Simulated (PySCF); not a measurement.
# [IrH2]+: from HF to coupled cluster and rigid scans

Aim: at the PBE0 minimum of triplet [IrH2]+, found before, compare methods on energies and levels. Rigid scans about the minimum follow.

The runs use PySCF 2.14.0; several methods, basis Ir def2-TZVP with ECP60, H def2-TZVP, scalar-relativistic core potentials, no spin–orbit coupling, density fitting.

## (1) Where the work starts

3 atoms, charge 1, spin multiplicity 3.

Bond lengths: Ir1–H2 1.577 Å, Ir1–H3 1.577 Å. Angles: H2–Ir1–H3 44.1°.

Coordinates in bohr (charge 1 multiplicity 3):
```
Ir    0.0108    0.0264    0.0000
H    -1.0329   -2.5303    1.1192
H    -1.0329   -2.5303   -1.1192
```

## (2) PBE0

The steps are one call of a driver around PySCF; scf.py gives each level's set-up. Each SCF starts from the density of the minimum. The driver also runs the species with one electron less or more at the same geometry (one less: multiplicity 4, one more: multiplicity 2); their logs are not shown.

Input file scf.py:

```python
from pyscf import gto, scf, dft
mol = gto.M(atom='''
Ir     0.005710     0.013987    -0.000000
H     -0.546597    -1.338999     0.592263
H     -0.546597    -1.338999    -0.592263''',
    basis={'Ir': 'def2-TZVP', 'H': 'def2-TZVP'},
    ecp={'Ir': 'def2-TZVP'},
    charge=1, spin=2)
mf = dft.UKS(mol, xc='PBE0')
mf.grids.atom_grid = (99, 590)
aux = {'Ir': 'def2-universal-JKFIT', 'H': 'def2-universal-JKFIT'}
mf = mf.density_fit(auxbasis=aux)
mf.kernel()
```

The program printed:

```text
init E= -105.141548004001
[... the frontier-level lines of each cycle are left out ...]
cycle= 1 E= -105.141548004172  delta_E= -1.71e-10  |g|= 3.23e-06  |ddm|= 2.09e-05
Extra cycle  E= -105.141548004238  delta_E= -6.6e-11  |g|= 2.57e-06  |ddm|= 1.4e-05
converged SCF energy = -105.141548004238  <S^2> = 2.0036737  2S+1 = 3.0024481
```

This level, with the species of one electron less or more, ran for 3.7 s (4 threads, shared host).

| Item | Value |
| --- | --- |
| energy | -105.141548 Eh |
| one electron less (charge +2) | -104.495041 Eh (quartet, ⟨S²⟩ 3.75) |
| one electron more (charge +0) | -105.449353 Eh (doublet, ⟨S²⟩ 0.75) |
| Mulliken charge of Ir1 | +0.71 e |

## (3) HF

Edit scf.py of step 2 so:

```diff
@@ -9,2 +9 @@
-mf = dft.UKS(mol, xc='PBE0')
-mf.grids.atom_grid = (99, 590)
+mf = scf.UHF(mol)
```

The program printed:

```text
init E= -104.291533408276
[... the frontier-level lines of each cycle are left out ...]
cycle= 1 E= -104.300850811478  delta_E= -0.00932  |g|= 0.0317  |ddm|= 0.224
cycle= 2 E= -104.301880037868  delta_E= -0.00103  |g|= 0.0136  |ddm|= 0.052
cycle= 3 E= -104.302168883032  delta_E= -0.000289  |g|= 0.00785  |ddm|= 0.0322
cycle= 4 E= -104.302259723617  delta_E= -9.08e-05  |g|= 0.00367  |ddm|= 0.0142
cycle= 5 E= -104.302306974463  delta_E= -4.73e-05  |g|= 0.00149  |ddm|= 0.0167
cycle= 6 E= -104.302314191199  delta_E= -7.22e-06  |g|= 0.000864  |ddm|= 0.00551
cycle= 7 E= -104.302316872769  delta_E= -2.68e-06  |g|= 0.00037  |ddm|= 0.004
cycle= 8 E= -104.302317428374  delta_E= -5.56e-07  |g|= 0.000146  |ddm|= 0.00162
cycle= 9 E= -104.302317522212  delta_E= -9.38e-08  |g|= 6.04e-05  |ddm|= 0.000636
cycle= 10 E= -104.302317539627  delta_E= -1.74e-08  |g|= 1.5e-05  |ddm|= 0.000385
cycle= 11 E= -104.302317540522  delta_E= -8.95e-10  |g|= 4.04e-06  |ddm|= 9.6e-05
Extra cycle  E= -104.302317540552  delta_E= -3.07e-11  |g|= 2.38e-06  |ddm|= 9.35e-06
converged SCF energy = -104.302317540552  <S^2> = 2.0117831  2S+1 = 3.0078451
```

This level, with the species of one electron less or more, took 0.6 s.

```
energy                        : -104.302318 Eh
one electron less (charge +2) : -103.717495 Eh (quartet, ⟨S²⟩ 3.76)
one electron more (charge +0) : -104.544081 Eh (doublet, ⟨S²⟩ 0.78)
Mulliken charge of Ir1        : +0.81 e
```

## (4) PBE

Edit scf.py of step 3 so:

```diff
@@ -9 +9,2 @@
-mf = scf.UHF(mol)
+mf = dft.UKS(mol, xc='PBE')
+mf.grids.atom_grid = (99, 590)
```

The program printed:

```text
init E= -105.187153441481
[... the frontier-level lines of each cycle are left out ...]
cycle= 1 E= -105.188628094452  delta_E= -0.00147  |g|= 0.02  |ddm|= 0.122
cycle= 2 E= -105.188411134693  delta_E= 0.000217  |g|= 0.0311  |ddm|= 0.0382
cycle= 3 E= -105.188785698542  delta_E= -0.000375  |g|= 0.00698  |ddm|= 0.0251
cycle= 4 E= -105.188809304554  delta_E= -2.36e-05  |g|= 0.000889  |ddm|= 0.00596
cycle= 5 E= -105.188809674637  delta_E= -3.7e-07  |g|= 0.000141  |ddm|= 0.0007
cycle= 6 E= -105.188809691193  delta_E= -1.66e-08  |g|= 5.06e-05  |ddm|= 0.000242
cycle= 7 E= -105.188809693156  delta_E= -1.96e-09  |g|= 6.79e-06  |ddm|= 6.51e-05
cycle= 8 E= -105.188809693204  delta_E= -4.88e-11  |g|= 5.15e-07  |ddm|= 1.54e-05
Extra cycle  E= -105.188809693205  delta_E= -2.98e-13  |g|= 5.44e-07  |ddm|= 2.12e-06
converged SCF energy = -105.188809693205  <S^2> = 2.0026764  2S+1 = 3.0017837
```

This level, with the species of one electron less or more, took 8.8 s.

```
energy                        : -105.188810 Eh
one electron less (charge +2) : -104.535706 Eh (quartet, ⟨S²⟩ 3.75)
one electron more (charge +0) : -105.506898 Eh (doublet, ⟨S²⟩ 0.75)
Mulliken charge of Ir1        : +0.68 e
```

## (5) CCSD(T)

Edit scf.py of step 4 so:

```diff
@@ -9,2 +9 @@
-mf = dft.UKS(mol, xc='PBE')
-mf.grids.atom_grid = (99, 590)
+mf = scf.UHF(mol)
@@ -13,0 +13,3 @@
+from pyscf import cc
+mycc = cc.CCSD(mf, frozen=0).run()
+mycc.ccsd_t()
```

The SCF cycles repeat those of step 3.

The program printed:

```text
CCSD nocc = (np.int64(10), np.int64(8)), nmo = (52, 52)
Init t2, MP2 energy = -0.373637006337428
UCCSD converged
E(UCCSD) = -104.6690698552484  E_corr = -0.3667523146959467
UCCSD(T) correction = -0.0102655209748004
```

This level, with the species of one electron less or more, took 56 s.

- energy: -104.679335 Eh
- one electron less (charge +2): -104.050497 Eh (quartet, ⟨S²⟩ 3.76)
- one electron more (charge +0): -104.979117 Eh (doublet, ⟨S²⟩ 0.78)
- MP2 correlation in its own fitting basis (same spin, opposite spin): -0.37379 Eh (-0.12225, -0.25154)
- CCSD, (T): -0.36675, -0.01027 Eh; T1 0.022, D1 0.092

## (6) r2SCAN

Edit scf.py of step 5 so:

```diff
@@ -9 +9,2 @@
-mf = scf.UHF(mol)
+mf = dft.UKS(mol, xc='R2SCAN')
+mf.grids.atom_grid = (99, 590)
@@ -13,3 +13,0 @@
-from pyscf import cc
-mycc = cc.CCSD(mf, frozen=0).run()
-mycc.ccsd_t()
```

The program printed:

```text
init E= -105.197256415164
[... the frontier-level lines of each cycle are left out ...]
cycle= 1 E= -105.197808715876  delta_E= -0.000552  |g|= 0.00493  |ddm|= 0.0978
cycle= 2 E= -105.197794854814  delta_E= 1.39e-05  |g|= 0.00787  |ddm|= 0.012
cycle= 3 E= -105.197821073126  delta_E= -2.62e-05  |g|= 0.00122  |ddm|= 0.00659
cycle= 4 E= -105.197821817549  delta_E= -7.44e-07  |g|= 0.000501  |ddm|= 0.00134
cycle= 5 E= -105.197821932817  delta_E= -1.15e-07  |g|= 0.000114  |ddm|= 0.000654
cycle= 6 E= -105.197821939875  delta_E= -7.06e-09  |g|= 1.19e-05  |ddm|= 0.000147
cycle= 7 E= -105.197821940023  delta_E= -1.47e-10  |g|= 2.49e-06  |ddm|= 2.34e-05
Extra cycle  E= -105.19782194004  delta_E= -1.71e-11  |g|= 2.28e-06  |ddm|= 1.08e-05
converged SCF energy = -105.19782194004  <S^2> = 2.0039898  2S+1 = 3.0026587
```

This level, with the species of one electron less or more, ran for 13 s (4 threads, shared host).

```
energy                        : -105.197822 Eh
one electron less (charge +2) : -104.553172 Eh (quartet, ⟨S²⟩ 3.76)
one electron more (charge +0) : -105.506795 Eh (doublet, ⟨S²⟩ 0.75)
Mulliken charge of Ir1        : +0.71 e
```

## (7) B3LYP

Edit scf.py of step 6 so:

```diff
@@ -9 +9 @@
-mf = dft.UKS(mol, xc='R2SCAN')
+mf = dft.UKS(mol, xc='B3LYP')
```

The program printed:

```text
init E= -105.189606029324
[... the frontier-level lines of each cycle are left out ...]
cycle= 1 E= -105.190141156567  delta_E= -0.000535  |g|= 0.00954  |ddm|= 0.056
cycle= 2 E= -105.190116771179  delta_E= 2.44e-05  |g|= 0.0127  |ddm|= 0.0167
cycle= 3 E= -105.19018164318  delta_E= -6.49e-05  |g|= 0.00224  |ddm|= 0.0101
cycle= 4 E= -105.190183426591  delta_E= -1.78e-06  |g|= 0.000644  |ddm|= 0.00184
cycle= 5 E= -105.190183635297  delta_E= -2.09e-07  |g|= 8.41e-05  |ddm|= 0.000564
cycle= 6 E= -105.190183641636  delta_E= -6.34e-09  |g|= 1.72e-05  |ddm|= 0.000145
cycle= 7 E= -105.190183642153  delta_E= -5.18e-10  |g|= 4.07e-06  |ddm|= 4.28e-05
Extra cycle  E= -105.190183642197  delta_E= -4.34e-11  |g|= 2.76e-06  |ddm|= 1.11e-05
converged SCF energy = -105.190183642197  <S^2> = 2.003262  2S+1 = 3.0021739
```

This level, with the species of one electron less or more, took 8.8 s.

* energy: -105.190184 Eh
* one electron less (charge +2): -104.535991 Eh (quartet, ⟨S²⟩ 3.75)
* one electron more (charge +0): -105.505588 Eh (doublet, ⟨S²⟩ 0.75)
* Mulliken charge of Ir1: +0.72 e

## (8) TPSSh

Edit scf.py of step 7 so:

```diff
@@ -9 +9 @@
-mf = dft.UKS(mol, xc='B3LYP')
+mf = dft.UKS(mol, xc='TPSSH')
```

The program printed:

```text
init E= -105.129404090206
[... the frontier-level lines of each cycle are left out ...]
cycle= 1 E= -105.129581795109  delta_E= -0.000178  |g|= 0.024  |ddm|= 0.0508
cycle= 2 E= -105.128886052702  delta_E= 0.000696  |g|= 0.0463  |ddm|= 0.0562
cycle= 3 E= -105.129865437499  delta_E= -0.000979  |g|= 0.00215  |ddm|= 0.0339
cycle= 4 E= -105.129867062568  delta_E= -1.63e-06  |g|= 0.000482  |ddm|= 0.00171
cycle= 5 E= -105.129867190683  delta_E= -1.28e-07  |g|= 0.000109  |ddm|= 0.00053
cycle= 6 E= -105.129867201202  delta_E= -1.05e-08  |g|= 1.62e-05  |ddm|= 0.000327
cycle= 7 E= -105.129867201381  delta_E= -1.8e-10  |g|= 1.55e-06  |ddm|= 3.53e-05
Extra cycle  E= -105.129867201383  delta_E= -1.42e-12  |g|= 1.97e-06  |ddm|= 4.01e-06
converged SCF energy = -105.129867201383  <S^2> = 2.0035699  2S+1 = 3.002379
```

This level, with the species of one electron less or more, took 16 s.

| Item | Value |
| --- | --- |
| energy | -105.129867 Eh |
| one electron less (charge +2) | -104.482456 Eh (quartet, ⟨S²⟩ 3.75) |
| one electron more (charge +0) | -105.437811 Eh (doublet, ⟨S²⟩ 0.75) |
| Mulliken charge of Ir1 | +0.72 e |

## (9) BP86

Edit scf.py of step 8 so:

```diff
@@ -9 +9 @@
-mf = dft.UKS(mol, xc='TPSSH')
+mf = dft.UKS(mol, xc='B88,P86')
```

The program printed:

```text
init E= -105.284769680524
[... the frontier-level lines of each cycle are left out ...]
cycle= 1 E= -105.286566648537  delta_E= -0.0018  |g|= 0.0218  |ddm|= 0.141
cycle= 2 E= -105.286358404425  delta_E= 0.000208  |g|= 0.0323  |ddm|= 0.0397
cycle= 3 E= -105.286748362347  delta_E= -0.00039  |g|= 0.00748  |ddm|= 0.0259
cycle= 4 E= -105.286775319153  delta_E= -2.7e-05  |g|= 0.000943  |ddm|= 0.00634
cycle= 5 E= -105.286775742052  delta_E= -4.23e-07  |g|= 0.000135  |ddm|= 0.000728
cycle= 6 E= -105.286775758121  delta_E= -1.61e-08  |g|= 5.21e-05  |ddm|= 0.000246
cycle= 7 E= -105.286775760173  delta_E= -2.05e-09  |g|= 7.18e-06  |ddm|= 6.64e-05
cycle= 8 E= -105.286775760226  delta_E= -5.3e-11  |g|= 5.67e-07  |ddm|= 1.6e-05
Extra cycle  E= -105.286775760226  delta_E= -1.28e-13  |g|= 4.45e-07  |ddm|= 1.78e-06
converged SCF energy = -105.286775760226  <S^2> = 2.0025156  2S+1 = 3.0016766
```

This level, with the species of one electron less or more, took 10 s.

| Property | Result |
| --- | --- |
| energy | -105.286776 Eh |
| one electron less (charge +2) | -104.628120 Eh (quartet, ⟨S²⟩ 3.75) |
| one electron more (charge +0) | -105.610093 Eh (doublet, ⟨S²⟩ 0.75) |
| Mulliken charge of Ir1 | +0.69 e |

## (10) BHandHLYP

Edit scf.py of step 9 so:

```diff
@@ -9 +9 @@
-mf = dft.UKS(mol, xc='B88,P86')
+mf = dft.UKS(mol, xc='BHANDHLYP')
```

The program printed:

```text
init E= -105.008289128129
[... the frontier-level lines of each cycle are left out ...]
cycle= 1 E= -105.009435233887  delta_E= -0.00115  |g|= 0.00899  |ddm|= 0.0933
cycle= 2 E= -105.009521614356  delta_E= -8.64e-05  |g|= 0.00421  |ddm|= 0.0235
cycle= 3 E= -105.009538810899  delta_E= -1.72e-05  |g|= 0.00268  |ddm|= 0.00772
cycle= 4 E= -105.009546912511  delta_E= -8.1e-06  |g|= 0.001  |ddm|= 0.00721
cycle= 5 E= -105.009548151312  delta_E= -1.24e-06  |g|= 0.000378  |ddm|= 0.00207
cycle= 6 E= -105.009548586984  delta_E= -4.36e-07  |g|= 8.13e-05  |ddm|= 0.00212
cycle= 7 E= -105.009548608837  delta_E= -2.19e-08  |g|= 2.66e-05  |ddm|= 0.000389
cycle= 8 E= -105.009548610593  delta_E= -1.76e-09  |g|= 9.19e-06  |ddm|= 7.6e-05
cycle= 9 E= -105.009548610891  delta_E= -2.98e-10  |g|= 2.27e-06  |ddm|= 3.97e-05
Extra cycle  E= -105.009548610905  delta_E= -1.46e-11  |g|= 1.34e-06  |ddm|= 6.8e-06
converged SCF energy = -105.009548610905  <S^2> = 2.0048749  2S+1 = 3.0032482
```

This level, with the species of one electron less or more, ran for 11 s (4 threads, shared host).

* energy: -105.009549 Eh
* one electron less (charge +2): -104.369039 Eh (quartet, ⟨S²⟩ 3.76)
* one electron more (charge +0): -105.306921 Eh (doublet, ⟨S²⟩ 0.75)
* Mulliken charge of Ir1: +0.75 e

The dipole of an ion depends on the origin, here the centre of mass.

## (11) All levels side by side

| level | vertical ionisation energy (eV) | vertical electron affinity (eV) | −ε(HOMO) (eV) | gap (eV) | dipole (D) | wall time |
| --- | --- | --- | --- | --- | --- | --- |
| PBE0 | 17.59 | 8.38 | 14.48 | 3.59 | 0.06 | 3.7 s |
| HF | 15.91 | 6.58 | 17.92 | 12.07 | 0.56 | 0.6 s |
| PBE | 17.77 | 8.66 | 13.03 | 0.48 | 0.11 | 8.8 s |
| CCSD(T) | 17.11 | 8.16 | – | – | – | 56 s |
| r2SCAN | 17.54 | 8.41 | 13.18 | 1.30 | 0.01 | 13 s |
| B3LYP | 17.80 | 8.58 | 14.30 | 2.87 | 0.03 | 8.8 s |
| TPSSh | 17.62 | 8.38 | 13.67 | 2.09 | 0.12 | 16 s |
| BP86 | 17.92 | 8.80 | 13.19 | 0.58 | 0.13 | 10 s |
| BHandHLYP | 17.43 | 8.09 | 15.89 | 6.43 | 0.23 | 11 s |

Times are for 4 threads, shared host; PBE0 starts from its own converged density, so its time is not comparable. A dash stands where a species or a free atom was not run at that level, or the quantity is not defined.

## (12) Breathing scan

A rigid scan with PBE0: all bonds to the central atom are scaled together. Each point starts from its neighbour's orbitals, and energies count from the minimum. Dipoles of the ion refer to the centre of mass.

```
scale of all bonds to the centre  energy (kJ/mol)  dipole size (D)  ⟨S²⟩
                            0.88             86.8             0.41  2.00
                            0.92             34.6             0.30  2.00
                            0.96              7.8             0.18  2.00
                            1.00              0.0             0.06  2.00
                            1.04              6.3             0.08  2.00
                            1.08             23.0             0.22  2.01
                            1.14             61.3             0.44  2.01
                            1.22            126.8             0.74  2.01
                            1.35            245.3             1.21  2.02
```

The scan took 14 s.

## (13) Stretching one bond

A rigid scan with PBE0: the bond from Ir to the last atom (H) is scaled and the rest held.

```
scale of one bond  energy (kJ/mol)  dipole size (D)  ⟨S²⟩
             0.92             17.5             0.18  2.00
             0.96              4.0             0.12  2.00
             1.00              0.0             0.06  2.00
             1.05              5.0             0.05  2.00
             1.12             24.9             0.19  2.01
             1.20             58.7             0.36  2.01
             1.35            134.9             0.72  2.02
             1.55            226.8             1.18  2.32
             1.80            280.8             1.28  2.72
             2.20            308.8             0.98  2.89
```

The scan took 21 s.

⟨S²⟩ grows along the scan: the determinant mixes in higher spin as the pair uncouples.

## (14) Results

| quantity | value |
| --- | --- |
| vertical ionisation energy, CCSD(T) | 17.11 eV |
| vertical electron affinity, CCSD(T) | 8.16 eV |
| orbital gap, range | 0.48 (PBE) to 12.07 (HF) eV |
| T1, D1 | 0.022, 0.092 |
| T1, D1 of the species with one electron less | 0.019, 0.067 |
| T1, D1 of the species with one electron more | 0.040, 0.205 |
| all bonds 4 % longer | 6.3 kJ/mol |
| one bond 20 % longer | 58.7 kJ/mol |

Against CCSD(T), the vertical ionisation energy is best met by BHandHLYP (+0.32 eV) and worst by HF (-1.20 eV). BHandHLYP costs 11 s against 56 s for CCSD(T), a factor of about 5, and lands within 0.32 eV. Against CCSD(T), the vertical electron affinity is best met by BHandHLYP (-0.07 eV) and worst by HF (-1.58 eV). The PBE orbital energy is a poor guide to ionisation (13.0 eV, 4.1 eV too small); the difference of PBE energies gives 17.8 eV. Shortening all bonds by 4 % costs 7.8 kJ/mol and lengthening them 6.3: the wall is steeper on the short side. Other spin states or occupations of the open shell can lie lower. With an element this heavy the missing spin–orbit coupling can shift these numbers.
